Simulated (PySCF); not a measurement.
# C7H7N2P (2-methyl-[1,2,4]diazaphospholo[1,5-a]pyridine): the cost of one run

Programs: PySCF 2.14.0, with density-fitted response routines of our own. Each step states its level of theory. These are calculated values for one molecule, in the gas phase or a continuum, unless marked as measured. Atoms count from 0, in the outputs and in this text.

## 1. The molecule as given

17 atoms, charge 0, multiplicity 1; geometry from: GFN2-xTB.

Bonds of the start (Å): C0–C1 1.49, C1–N2 1.32, N2–N3 1.32, N3–C4 1.35, C4–C5 1.36, C5–C6 1.41, C6–C7 1.37, C7–C8 1.40, C8–P9 1.75, P9–C1 1.76, C8–N3 1.38, C0–H10 1.09, C0–H11 1.09, C0–H12 1.09, C4–H13 1.08, C5–H14 1.08, C6–H15 1.08, C7–H16 1.08.

## 2. Optimising the geometry at PBE0-D3(BJ)/def2-SVP

The job: settings as JSON, then the geometry in Å.

```
{"job": {"xc": "PBE0", "basis": "def2-SVP", "d3": "d3bj", "grid": 1, "kind": "geom"}, "charge": 0, "multiplicity": 1}
C      3.256608    -0.261272    -0.606183
C      1.777041    -0.240927    -0.437284
N      1.261646     0.296653     0.647044
N     -0.054115     0.228075     0.630682
C     -0.815080     0.714381     1.637838
C     -2.170420     0.622751     1.581482
C     -2.787224     0.017311     0.466143
C     -2.014753    -0.471798    -0.548412
C     -0.616265    -0.373069    -0.481614
P      0.622999    -0.894714    -1.599799
H      3.727375     0.208100     0.253685
H      3.541693     0.273398    -1.511420
H      3.612829    -1.286568    -0.698374
H     -0.268730     1.161687     2.452984
H     -2.768129     1.012592     2.388846
H     -3.862541    -0.053370     0.424654
H     -2.449933    -0.941200    -1.416903
```

The run is started by

```sh
$ OMP_NUM_THREADS=1 python probes_run.py task.json out
```

The driver reads the jobs from task.json and runs them one after another.

**Question.** How long does this first job take on 1 thread of Intel Xeon Platinum 8259CL at 2.50GHz, shared host, and how much memory does it need?

About 1.7 min, with a peak of 0.77 GiB.
